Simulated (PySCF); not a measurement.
# A diatomic session: EuCl

An exercise on one series of results from a longer session: the logs are not shown, and one member is left open.

The runs use PySCF 2.14.0; Eu x2c-TZVPall, Cl x2c-TZVPall, spin-free X2C with a Gaussian nucleus.

The first run:

A driver script around PySCF takes these settings:

```json
{"atoms": "Eu, Cl", "charge": "0", "basis": "Eu x2c-TZVPall, Cl x2c-TZVPall", "Hamiltonian": "spin-free X2C with a Gaussian nucleus", "basis functions": "141", "electrons treated": "80", "masses in u": "152.9212, 34.9689", "levels": "PBE0, PBE, r²SCAN, B3LYP, B2PLYP, HSE06, HF, MP2, SCS-MP2", "grid": "80 radial by 434 angular points", "occupations": "held fixed by the projection of orbital angular momentum", "dissociation limit": "Eu + Cl, each in its ground configuration", "starting distance in angstrom": "2.480", "values of 2S to try": "6, 8"}
```

On the command line:

```
> OMP_NUM_THREADS=4 python dia.py task.json out
```

Steps of the session up to this table: The job; First curve: PBE0; Other states along the same grid; PBE; r²SCAN (meta-GGA); B3LYP; B2PLYP (double hybrid); HSE06 (range-separated hybrid); UHF (mean field).

One table of the session follows, with a row left open; its other results are not shown here.

| level | Re (Å) | ωe (cm⁻¹) | De (eV) |
| --- | --- | --- | --- |
| UHF | 2.651 | 273.1 | 3.76 |
| UHF-MP2 | 2.537 | 299.7 | 4.40 |
| UHF-SCS-MP2 | 2.566 | 292.4 | 4.17 |
| PBE | 2.542 | 290.4 | 4.60 |
| r²SCAN | 2.549 | 293.8 | 4.94 |
| B3LYP | 2.576 | 284.6 | 4.28 |
| PBE0 | 2.551 | 292.4 | 4.54 |
| HSE06 | ? | ? | ? |
| B2PLYP | 2.563 | 290.7 | 4.26 |

Q: Estimate the row for HSE06 from the others.

As computed: Re (Å): 2.554; ωe (cm⁻¹): 292.1; De (eV): 4.52. In the column «Re (Å)» it lies between PBE0 (2.551) and B2PLYP (2.563).

De is counted to Eu + Cl in their ground configurations.

Limits of these values: The state is the lowest single determinant that the PBE0 search found; with open d or f shells the true ground state can be another one.
